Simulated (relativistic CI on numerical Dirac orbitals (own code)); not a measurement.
# Ions with 36 electrons, Mo⁶⁺ to Pd¹⁰⁺: levels along an isoelectronic sequence

Aim: follow the lowest levels of 36-electron ions as the nuclear charge grows, with one list of configurations.

The numbers are computed with relativistic CI on numerical Dirac orbitals (own code) version 4 (Dirac-Coulomb-Breit CI, KLI orbitals optimised for each configuration, model QED (radiative potential, 1s self-energy scaled to tabulated hydrogen-like ionisation energies), valence Slater integrals scaled by 0.9, P86 correlation energy added to each configuration), except any that are marked as measured or tabulated.

## Step 1: What is computed

| Quantity | Value |
| --- | --- |
| electrons | 36 |
| ions | Mo⁶⁺, Tc⁷⁺, Ru⁸⁺, Rh⁹⁺, Pd¹⁰⁺ |
| configurations | [Ar] 3d10 4s2 4p6; [Ar] 3d10 4s2 4p5 4d; [Ar] 3d10 4s 4p6 4d; [Ar] 3d10 4s2 4p5 4f; [Ar] 3d10 4s 4p6 4f; [Ar] 3d10 4p6 4d2; [Ar] 3d10 4p5 4d3; [Ar] 3d10 4p5 4d2 4f |

## Step 2: Mo⁶⁺ (Z = 42)

Settings, as recorded:

```ini
atom Mo  Z=42  charge=6  electrons=36
nucleus A=98  rms_radius_fm=4.4091
hamiltonian dirac-coulomb  breit=on  qed=on  c_scale=1
orbitals kli  potential=per-configuration
slater_scale 0.9
correlation p86
mixing on
configurations
  [Ar] 3d10 4s2 4p6
  [Ar] 3d10 4s2 4p5 4d
  [Ar] 3d10 4s 4p6 4d
  [Ar] 3d10 4s2 4p5 4f
  [Ar] 3d10 4s 4p6 4f
  [Ar] 3d10 4p6 4d2
  [Ar] 3d10 4p5 4d3
  [Ar] 3d10 4p5 4d2 4f
end
```

The run is started by

```console
python run_levels.py task.json out
```

task.json lists these runs, among others, and the program works through them in turn.

Main fields of the result record, rounded:

```text
{
  "status": "converged",
  "levels [i, E_cm, J2, conf, term, w_term, jj, w_jj, g, tau_s]": [
    [0, 0, 0, "4s2 4p6", "1S", 0.9994, "closed", 0.9994, "-", "-"],
    [1, 302846.04, 0, "4s2 4p5 4d", "3P*", 0.9995, "4p3/2^3 4d3/2", 0.9995, "-", "-"],
    [2, 306079.45, 2, "4s2 4p5 4d", "3P*", 0.9661, "4p3/2^3 4d3/2", 0.6848, 1.467, 1.62e-08],
    [3, 312627.41, 4, "4s2 4p5 4d", "3P*", 0.8842, "4p3/2^3 4d5/2", 0.6352, 1.456, 0.01635],
    [4, 314660.08, 8, "4s2 4p5 4d", "3F*", 0.9975, "4p3/2^3 4d5/2", 0.9975, 1.25, "-"],
    [5, 317728.41, 6, "4s2 4p5 4d", "3F*", 0.8399, "4p3/2^3 4d3/2", 0.8657, 1.09, 1.032],
    [6, 323281.44, 4, "4s2 4p5 4d", "3F*", 0.6814, "4p3/2^3 4d3/2", 0.6206, 0.7949, 0.08371],
    [7, 334813.65, 6, "4s2 4p5 4d", "3D*", 0.6358, "4p3/2^3 4d5/2", 0.9658, 1.212, 0.04608],
    [8, 343078.37, 4, "4s2 4p5 4d", "1D*", 0.4477, "4p1/2 4p3/2^4 4d3/2", 0.7576, 0.9347, 0.005759],
    [9, 343396.87, 2, "4s2 4p5 4d", "3D*", 0.9571, "4p1/2 4p3/2^4 4d3/2", 0.498, 0.5361, 5.115e-10],
    [10, 349272.96, 4, "4s2 4p5 4d", "3D*", 0.5506, "4p1/2 4p3/2^4 4d5/2", 0.7954, 1.146, 0.005075],
    [11, 352056.16, 6, "4s2 4p5 4d", "1F*", 0.5375, "4p1/2 4p3/2^4 4d5/2", 0.898, 1.114, 0.003308],
    [12, 432915.02, 2, "4s2 4p5 4d", "1P*", 0.9886, "4p3/2^3 4d5/2", 0.5162, 0.9956, 3.16e-12],
    [13, 572824.59, 2, "4s 4p6 4d", "3D", 0.7401, "4s 4d3/2", 0.7401, 0.4987, 7.342e-11],
    [14, 574692.74, 4, "4s 4p6 4d", "3D", 0.753, "4s 4d3/2", 0.4722, 1.166, 6.69e-11],
    [15, 577667.89, 6, "4s 4p6 4d", "3D", 0.7758, "4s 4d5/2", 0.7758, 1.332, 5.906e-11],
    [16, 618216.72, 4, "4s 4p6 4d", "1D", 0.9731, "4s 4d5/2", 0.5819, 0.9997, 2.703e-11],
    [17, 630887.56, 10, "4s2 4p5 4f", "3G", 0.9994, "4p3/2^3 4f7/2", 0.9994, 1.2, 1.919e-11],
    [18, 633941.35, 8, "4s2 4p5 4f", "3G", 0.7226, "4p3/2^3 4f5/2", 0.9569, 1.046, 1.933e-11],
    [19, 638782.35, 6, "4s2 4p5 4f", "3G", 0.5206, "4p3/2^3 4f5/2", 0.8438, 0.8862, 1.873e-11],
    "... 20 more rows left out ..."
  ],
  "lines, the strongest and those to the lowest levels [upper, lower, type, S_au, A_per_s, branching]": [
    [3, 0, "M2", 0.0008585, 57.42, 0.9386],
    [12, 0, "E1", 5.775, 3.164e+11, 1],
    [17, 4, "E1", 8.947, 5.211e+10, 1],
    [18, 5, "E1", 6.405, 4.559e+10, 0.8812],
    [19, 6, "E1", 4.563, 4.148e+10, 0.7769],
    [20, 7, "E1", 6.847, 4.433e+10, 0.8667],
    [21, 3, "E1", 4.305, 4.564e+10, 0.5645],
    [25, 8, "E1", 5.256, 4.786e+10, 0.8913],
    [26, 11, "E1", 7.233, 4.785e+10, 0.9286],
    [27, 10, "E1", 5.509, 5.027e+10, 0.6191]
  ],
  "n_levels_all": 624,
  "total_energy [Ha]": -4037.8022786,
  "configurations [conf, odd, states, E_av_cm, breit_Ha, qed_Ha, corr_Ha]": [
    ["4s2 4p6", 0, 1, 734.818, 2.426, 1.622, -2.166],
    ["4s2 4p5 4d", 1, 60, 335337, 2.423, 1.622, -2.159],
    ["4s 4p6 4d", 0, 20, 601088, 2.423, 1.619, -2.157],
    ["4s2 4p5 4f", 0, 84, 644923, 2.423, 1.622, -2.139],
    ["4s 4p6 4f", 1, 28, 914467, 2.423, 1.619, -2.138],
    ["4p6 4d2", 0, 45, 1.21988e+06, 2.421, 1.616, -2.151],
    ["4p5 4d3", 1, 720, 1.54927e+06, 2.418, 1.616, -2.147],
    ["4p5 4d2 4f", 0, 3780, 1.86176e+06, 2.418, 1.616, -2.132]
  ]
}
```

Run time: 0.9 s. Hardware: 1 thread of Arm Neoverse N1, shared host.

## Step 3: Tc⁷⁺ (Z = 43)

Changes to the settings of step 2:

```diff
@@ -1,3 +1,3 @@
-atom Mo  Z=42  charge=6  electrons=36
-nucleus A=98  rms_radius_fm=4.4091
+atom Tc  Z=43  charge=7  electrons=36
+nucleus A=97  rms_radius_fm=4.4112
 hamiltonian dirac-coulomb  breit=on  qed=on  c_scale=1
```

From the record:

```text
{
  "status": "converged",
  "levels [i, E_cm, J2, conf, term, w_term, jj, w_jj, g, tau_s]": [
    [0, 0, 0, "4s2 4p6", "1S", 0.9994, "closed", 0.9994, "-", "-"],
    [1, 332584.47, 0, "4s2 4p5 4d", "3P*", 0.9995, "4p3/2^3 4d3/2", 0.9995, "-", "-"],
    [2, 336397.1, 2, "4s2 4p5 4d", "3P*", 0.9603, "4p3/2^3 4d3/2", 0.6973, 1.461, 1.395e-08],
    [3, 344107.46, 4, "4s2 4p5 4d", "3P*", 0.8642, "4p3/2^3 4d5/2", 0.6356, 1.449, 0.01152],
    [4, 345842.08, 8, "4s2 4p5 4d", "3F*", 0.9974, "4p3/2^3 4d5/2", 0.9974, 1.25, "-"],
    [5, 348889.8, 6, "4s2 4p5 4d", "3F*", 0.823, "4p3/2^3 4d3/2", 0.8796, 1.09, 0.9249],
    [6, 355214.59, 4, "4s2 4p5 4d", "3F*", 0.6388, "4p3/2^3 4d3/2", 0.6331, 0.8126, 0.05123],
    [7, 367763.56, 6, "4s2 4p5 4d", "3D*", 0.635, "4p3/2^3 4d5/2", 0.9667, 1.212, 0.03199],
    [8, 377858.86, 2, "4s2 4p5 4d", "3D*", 0.9493, "4p1/2 4p3/2^4 4d3/2", 0.4937, 0.5428, 3.608e-10],
    [9, 378172.03, 4, "4s2 4p5 4d", "1D*", 0.4309, "4p1/2 4p3/2^4 4d3/2", 0.7936, 0.9171, 0.003414],
    [10, 385531.64, 4, "4s2 4p5 4d", "3D*", 0.5454, "4p1/2 4p3/2^4 4d5/2", 0.8175, 1.154, 0.003067],
    [11, 388789.03, 6, "4s2 4p5 4d", "1F*", 0.5248, "4p1/2 4p3/2^4 4d5/2", 0.9113, 1.114, 0.001977],
    [12, 475033.06, 2, "4s2 4p5 4d", "1P*", 0.9863, "4p3/2^3 4d5/2", 0.5075, 0.9947, 2.71e-12],
    [13, 628611.15, 2, "4s 4p6 4d", "3D", 0.8165, "4s 4d3/2", 0.8165, 0.4986, 5.143e-11],
    "... 26 more rows left out ..."
  ],
  "n_levels_all": 624,
  "total_energy [Ha]": -4270.818667,
  "configurations [conf, odd, states, E_av_cm, breit_Ha, qed_Ha, corr_Ha]": [
    ["4s2 4p6", 0, 1, 802.492, 2.63, 1.758, -2.186],
    ["4s2 4p5 4d", 1, 60, 368984, 2.627, 1.758, -2.18],
    ["4s 4p6 4d", 0, 20, 656743, 2.627, 1.755, -2.178],
    ["4s2 4p5 4f", 0, 84, 728347, 2.627, 1.758, -2.163],
    ["4s 4p6 4f", 1, 28, 1.0195e+06, 2.627, 1.755, -2.161],
    ["4p6 4d2", 0, 45, 1.33107e+06, 2.625, 1.752, -2.172],
    ["4p5 4d3", 1, 720, 1.69256e+06, 2.622, 1.752, -2.168],
    ["4p5 4d2 4f", 0, 3780, 2.05097e+06, 2.621, 1.752, -2.155]
  ]
}
```

Wall time 0.88 s (1 thread of Arm Neoverse N1, shared host).

## Step 4: Ru⁸⁺ (Z = 44)

Changes to the settings of step 3:

```diff
@@ -1,3 +1,3 @@
-atom Tc  Z=43  charge=7  electrons=36
-nucleus A=97  rms_radius_fm=4.4112
+atom Ru  Z=44  charge=8  electrons=36
+nucleus A=102  rms_radius_fm=4.4809
 hamiltonian dirac-coulomb  breit=on  qed=on  c_scale=1
```

From the record:

```text
{
  "status": "converged",
  "levels [i, E_cm, J2, conf, term, w_term, jj, w_jj, g, tau_s]": [
    [0, 0, 0, "4s2 4p6", "1S", 0.9994, "closed", 0.9994, "-", "-"],
    [1, 361960.01, 0, "4s2 4p5 4d", "3P*", 0.9995, "4p3/2^3 4d3/2", 0.9995, "-", "-"],
    [2, 366390.08, 2, "4s2 4p5 4d", "3P*", 0.954, "4p3/2^3 4d3/2", 0.7098, 1.455, 1.234e-08],
    [3, 375329.87, 4, "4s2 4p5 4d", "3P*", 0.8416, "4p3/2^3 4d5/2", 0.6312, 1.44, 0.008473],
    [4, 376785.61, 8, "4s2 4p5 4d", "3F*", 0.9974, "4p3/2^3 4d5/2", 0.9974, 1.25, "-"],
    [5, 379691.14, 6, "4s2 4p5 4d", "3F*", 0.8059, "4p3/2^3 4d3/2", 0.8926, 1.09, 0.8648],
    [6, 386803.37, 4, "4s2 4p5 4d", "3F*", 0.5959, "4p3/2^3 4d3/2", 0.6382, 0.8307, 0.03238],
    [7, 400352.89, 6, "4s2 4p5 4d", "3D*", 0.6341, "4p3/2^3 4d5/2", 0.9678, 1.211, 0.0229],
    [8, 412150.15, 2, "4s2 4p5 4d", "3D*", 0.9404, "4p1/2 4p3/2^4 4d3/2", 0.488, 0.5502, 2.586e-10],
    [9, 413382.05, 4, "4s2 4p5 4d", "1D*", 0.4139, "4p1/2 4p3/2^4 4d3/2", 0.8266, 0.8999, 0.002069],
    [10, 421975.21, 4, "4s2 4p5 4d", "3D*", 0.5397, "4p1/2 4p3/2^4 4d5/2", 0.8386, 1.161, 0.001896],
    [11, 425724.37, 6, "4s2 4p5 4d", "1F*", 0.5117, "4p1/2 4p3/2^4 4d5/2", 0.9234, 1.114, 0.001217],
    [12, 516562.9, 2, "4s2 4p5 4d", "1P*", 0.9834, "4p3/2^3 4d5/2", 0.4978, 0.9935, 2.371e-12],
    [13, 683679.22, 2, "4s 4p6 4d", "3D", 0.8553, "4s 4d3/2", 0.8553, 0.4985, 3.962e-11],
    "... 26 more rows left out ..."
  ],
  "n_levels_all": 624,
  "total_energy [Ha]": -4510.9834756,
  "configurations [conf, odd, states, E_av_cm, breit_Ha, qed_Ha, corr_Ha]": [
    ["4s2 4p6", 0, 1, 862.689, 2.846, 1.902, -2.206],
    ["4s2 4p5 4d", 1, 60, 402428, 2.843, 1.902, -2.2],
    ["4s 4p6 4d", 0, 20, 712608, 2.843, 1.899, -2.198],
    ["4s2 4p5 4f", 0, 84, 809525, 2.842, 1.902, -2.185],
    ["4s 4p6 4f", 1, 28, 1.12277e+06, 2.843, 1.899, -2.184],
    ["4p6 4d2", 0, 45, 1.44285e+06, 2.84, 1.895, -2.192],
    ["4p5 4d3", 1, 720, 1.83645e+06, 2.837, 1.895, -2.188],
    ["4p5 4d2 4f", 0, 3780, 2.23933e+06, 2.836, 1.895, -2.177]
  ]
}
```

It took 0.91 s on 1 thread of Arm Neoverse N1, shared host.

## Step 5: Rh⁹⁺ (Z = 45)

Changes to the settings of step 4:

```diff
@@ -1,3 +1,3 @@
-atom Ru  Z=44  charge=8  electrons=36
-nucleus A=102  rms_radius_fm=4.4809
+atom Rh  Z=45  charge=9  electrons=36
+nucleus A=103  rms_radius_fm=4.4945
 hamiltonian dirac-coulomb  breit=on  qed=on  c_scale=1
```

From the record:

```text
{
  "status": "converged",
  "levels [i, E_cm, J2, conf, term, w_term, jj, w_jj, g, tau_s]": [
    [0, 0, 0, "4s2 4p6", "1S", 0.9994, "closed", 0.9994, "-", "-"],
    [1, 391041.91, 0, "4s2 4p5 4d", "3P*", 0.9995, "4p3/2^3 4d3/2", 0.9995, "-", "-"],
    [2, 396126.05, 2, "4s2 4p5 4d", "3P*", 0.9471, "4p3/2^3 4d3/2", 0.7222, 1.448, 1.121e-08],
    [3, 406354.94, 4, "4s2 4p5 4d", "3P*", 0.8165, "4p3/2^3 4d5/2", 0.6209, 1.43, 0.006469],
    [4, 407571.46, 8, "4s2 4p5 4d", "3F*", 0.9974, "4p3/2^3 4d5/2", 0.9974, 1.25, "-"],
    [5, 410198.62, 6, "4s2 4p5 4d", "3F*", 0.7891, "4p3/2^3 4d3/2", 0.9045, 1.09, 0.8249],
    [6, 418120.48, 4, "4s2 4p5 4d", "3F*", 0.5541, "4p3/2^3 4d3/2", 0.6344, 0.8489, 0.021],
    [7, 432687.89, 6, "4s2 4p5 4d", "3D*", 0.6337, "4p3/2^3 4d5/2", 0.9691, 1.211, 0.01678],
    [8, 446383.06, 2, "4s2 4p5 4d", "3D*", 0.9306, "4p1/2 4p3/2^4 4d3/2", 0.4809, 0.5583, 1.881e-10],
    [9, 448854.24, 4, "4s2 4p5 4d", "3F*", 0.4298, "4p1/2 4p3/2^4 4d3/2", 0.8555, 0.8837, 0.001278],
    [10, 458759.72, 4, "4s2 4p5 4d", "3D*", 0.5334, "4p1/2 4p3/2^4 4d5/2", 0.8584, 1.169, 0.001194],
    [11, 463015.19, 6, "4s2 4p5 4d", "1F*", 0.4988, "4p1/2 4p3/2^4 4d5/2", 0.9342, 1.114, 0.0007687],
    [12, 557739.89, 2, "4s2 4p5 4d", "1P*", 0.98, "4p3/2^3 4d5/2", 0.487, 0.9922, 2.106e-12],
    [13, 738696.38, 2, "4s 4p6 4d", "3D", 0.878, "4s 4d3/2", 0.878, 0.4984, 3.213e-11],
    "... 26 more rows left out ..."
  ],
  "n_levels_all": 624,
  "total_energy [Ha]": -4758.3312234,
  "configurations [conf, odd, states, E_av_cm, breit_Ha, qed_Ha, corr_Ha]": [
    ["4s2 4p6", 0, 1, 916.676, 3.075, 2.055, -2.225],
    ["4s2 4p5 4d", 1, 60, 435781, 3.071, 2.055, -2.22],
    ["4s 4p6 4d", 0, 20, 768835, 3.072, 2.051, -2.218],
    ["4s2 4p5 4f", 0, 84, 888904, 3.07, 2.055, -2.207],
    ["4s 4p6 4f", 1, 28, 1.22475e+06, 3.071, 2.051, -2.205],
    ["4p6 4d2", 0, 45, 1.55547e+06, 3.068, 2.047, -2.211],
    ["4p5 4d3", 1, 720, 1.98126e+06, 3.064, 2.046, -2.208],
    ["4p5 4d2 4f", 0, 3780, 2.42742e+06, 3.063, 2.047, -2.198]
  ]
}
```

Run time: 0.85 s. Hardware: 1 thread of Arm Neoverse N1, shared host.

## Step 6: Pd¹⁰⁺ (Z = 46)

Changes to the settings of step 5:

```diff
@@ -1,3 +1,3 @@
-atom Rh  Z=45  charge=9  electrons=36
-nucleus A=103  rms_radius_fm=4.4945
+atom Pd  Z=46  charge=10  electrons=36
+nucleus A=106  rms_radius_fm=4.5318
 hamiltonian dirac-coulomb  breit=on  qed=on  c_scale=1
```

From the record:

```text
{
  "status": "converged",
  "levels [i, E_cm, J2, conf, term, w_term, jj, w_jj, g, tau_s]": [
    [0, 0, 0, "4s2 4p6", "1S", 0.9994, "closed", 0.9994, "-", "-"],
    [1, 419884.07, 0, "4s2 4p5 4d", "3P*", 0.9995, "4p3/2^3 4d3/2", 0.9995, "-", "-"],
    [2, 425657.21, 2, "4s2 4p5 4d", "3P*", 0.9399, "4p3/2^3 4d3/2", 0.7344, 1.44, 1.047e-08],
    [3, 437225.6, 4, "4s2 4p5 4d", "3P*", 0.7884, "4p3/2^3 4d5/2", 0.6036, 1.419, 0.005106],
    [4, 438262.92, 8, "4s2 4p5 4d", "3F*", 0.9974, "4p3/2^3 4d5/2", 0.9974, 1.25, "-"],
    [5, 440461.79, 6, "4s2 4p5 4d", "3F*", 0.7728, "4p3/2^3 4d3/2", 0.9152, 1.09, 0.7784],
    [6, 449228.97, 4, "4s2 4p5 4d", "3F*", 0.5139, "4p3/2^3 4d3/2", 0.621, 0.8671, 0.0139],
    [7, 464851.75, 6, "4s2 4p5 4d", "3D*", 0.6337, "4p3/2^3 4d5/2", 0.9706, 1.211, 0.0125],
    [8, 480645.27, 2, "4s2 4p5 4d", "3D*", 0.9198, "4p1/2 4p3/2^4 4d3/2", 0.4723, 0.567, 1.387e-10],
    [9, 484708.07, 4, "4s2 4p5 4d", "3F*", 0.4643, "4p1/2 4p3/2^4 4d3/2", 0.8803, 0.869, 0.0008044],
    [10, 496019.32, 4, "4s2 4p5 4d", "3D*", 0.5267, "4p1/2 4p3/2^4 4d5/2", 0.8764, 1.176, 0.0007657],
    [11, 500792.03, 6, "4s2 4p5 4d", "1F*", 0.4863, "4p1/2 4p3/2^4 4d5/2", 0.9437, 1.114, 0.0004959],
    [12, 598748.65, 2, "4s2 4p5 4d", "1P*", 0.9759, "4p1/2 4p3/2^4 4d3/2", 0.4821, 0.9906, 1.893e-12],
    [13, 793961.27, 2, "4s 4p6 4d", "3D", 0.8924, "4s 4d3/2", 0.8924, 0.4983, 2.688e-11],
    "... 26 more rows left out ..."
  ],
  "n_levels_all": 624,
  "total_energy [Ha]": -5012.892508,
  "configurations [conf, odd, states, E_av_cm, breit_Ha, qed_Ha, corr_Ha]": [
    ["4s2 4p6", 0, 1, 965.446, 3.316, 2.216, -2.244],
    ["4s2 4p5 4d", 1, 60, 469135, 3.311, 2.216, -2.238],
    ["4s 4p6 4d", 0, 20, 825551, 3.312, 2.211, -2.236],
    ["4s2 4p5 4f", 0, 84, 966870, 3.31, 2.216, -2.227],
    ["4s 4p6 4f", 1, 28, 1.32586e+06, 3.311, 2.211, -2.226],
    ["4p6 4d2", 0, 45, 1.66916e+06, 3.308, 2.207, -2.23],
    ["4p5 4d3", 1, 720, 2.12725e+06, 3.304, 2.206, -2.226],
    ["4p5 4d2 4f", 0, 3780, 2.61568e+06, 3.302, 2.207, -2.218]
  ]
}
```

Run time: 0.86 s. Hardware: 1 thread of Arm Neoverse N1, shared host.

## Step 7: Along the sequence

```tsv
ion	lowest level	LS (%)	jj (%)	excitation 1 (cm⁻¹)	excitation 2 (cm⁻¹)	excitation 3 (cm⁻¹)
Mo⁶⁺	4p6 1S0	100	100	302846	306079	312627
Tc⁷⁺	4p6 1S0	100	100	332584	336397	344107
Ru⁸⁺	4p6 1S0	100	100	361960	366390	375330
Rh⁹⁺	4p6 1S0	100	100	391042	396126	406355
Pd¹⁰⁺	4p6 1S0	100	100	419884	425657	437226
```

Levels followed by label (cm⁻¹):

```tsv
Z	4p6 1S0	4p5 4d 3P°0	4p5 4d 3P°1	4p5 4d 3P°2	4p5 4d 3F°4	4p5 4d 3F°3
42	0.0	302846	306079	312627	314660	317728
43	0.0	332584	336397	344107	345842	348890
44	0.0	361960	366390	375330	376786	379691
45	0.0	391042	396126	406355	407571	410199
46	0.0	419884	425657	437226	438263	440462
```

## Step 8: What came out

```
                        quantity              value
         lowest level, first ion            4p6 1S0
          lowest level, last ion            4p6 1S0
     changes of the lowest level               none
           interval 3P°0 to 3P°1  3233 to 5773 cm⁻¹
mean jj purity of the low levels         85 to 86 %
```

**Reading.** The lowest level stays 4p6 1S0 throughout. The fine-structure interval of 4p5 4d 3P° grows as about Z to the power 6.4 over this range, steeper than the fourth power of a bare nucleus, since the screened charge grows faster than Z. Only the listed configurations are in the model.
